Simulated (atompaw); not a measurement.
# A PAW (atompaw) potential for Mo, from input to tests

Do these settings give a usable potential? It is generated, then checked for scattering, ghosts and hardness.

Program: atompaw 4.2.0.5. Reference atom: LDA (PW92), scalar-relativistic, spherical and spin-unpolarised. All values are calculated.

### Step 1. The design

Typed settings, in words:

| Property | Result |
| --- | --- |
| element | molybdenum (Mo, Z = 42) |
| type | PAW |
| frozen core | [Ar] 3d10 4s2 |
| valence charge | 12 |
| reference configuration | 4p6 4d5 5s0 5p0 (charge +1) |
| partial waves | 5s (bound, empty); 5s channel at 1.5 Ry; 4p (bound); 5p (bound, empty); 4d (bound); 4d channel at -0.45 Ry; 4f channel at 0.15 Ry |
| local potential | troulliermartins scheme with l = 4 at 1 Ry, radius 2.25 bohr |
| core correction | smooth core density matched at 1.60 bohr |
| augmentation charge | sinc compensation charge, radius 2.35 bohr; PAW radius 2.35 bohr; waves and projectors: bloechl |

The nodes and maxima of the atom's own shells, from an earlier all-electron run, set the scale for the radii.

All-electron outer shells of the reference configuration (LDA (PW92), scalar-relativistic, ld1.x):

```
shell  level (eV)  outermost node (bohr)  outermost maximum (bohr)
   4s      -71.27                   0.51                      0.99
   4p      -45.46                   0.52                      1.06
   4d      -10.66                   0.53                      1.38
   5s      -10.14                   1.34                      2.79
   5p       -6.07                   1.53                      3.49
   4f       -0.92                      –                     13.29
```

### Step 2. The generation run

Mo.input reads:

```
Mo 42
LDA-PW scalarrelativistic loggrid 1500 logderivrange -5 5 251
5 5 4 0 0 0
5 0 0
5 1 0
4 2 5
0 0 0
c
c
c
c
v
c
c
v
v
c
v
3
2.35 2.35 2.25 1.60
y
1.5
n
n
y
-0.45
n
y
0.15
n
bloechl sinc
4 1 troulliermartins
PWSCFOUT
UPFDX 0.0125d0 UPFXMIN -7.d0 UPFZMESH 42.d0
END
```

On the command line:

```sh
$ atompaw < Mo.input > Mo.log
```

Before running it: what results should come out? Wanted: cutoffs for 10 and 1 mRy, occupied levels; bound ghosts; largest phase difference near zero energy, channels read; lowest eigenvalue of the overlap; share of valence orbitals outside the PAW sphere; UPF file.

As calculated:

| quantity | value |
| --- | --- |
| cutoffs for 10 and 1 mRy, occupied levels | 30 Ry and 45 Ry |
| bound ghosts | s at -44.63 eV |
| largest phase difference near zero energy, channels read | 0.073 rad |
| lowest eigenvalue of the overlap (Bessel basis) | 0.006 (d) |
| share of valence orbitals outside the PAW sphere | 5s 79 %, 4p 2 %, 5p 91 %, 4d 25 % |
| UPF file | written |

**Reading.** A bound ghost (s) makes it unfit for use: electrons would fall into a state below the valence levels of that channel. The overlap operator is nearly singular (0.006). The potential is soft: the looser tolerance needs 30 Ry. The d channel scatters worst near zero energy, by up to 0.07 rad. The pseudo curves have poles that the atom lacks: s at -3.23 Ry, d at 1.45 Ry. At positive energy this is a spurious resonance, even with no bound ghost.
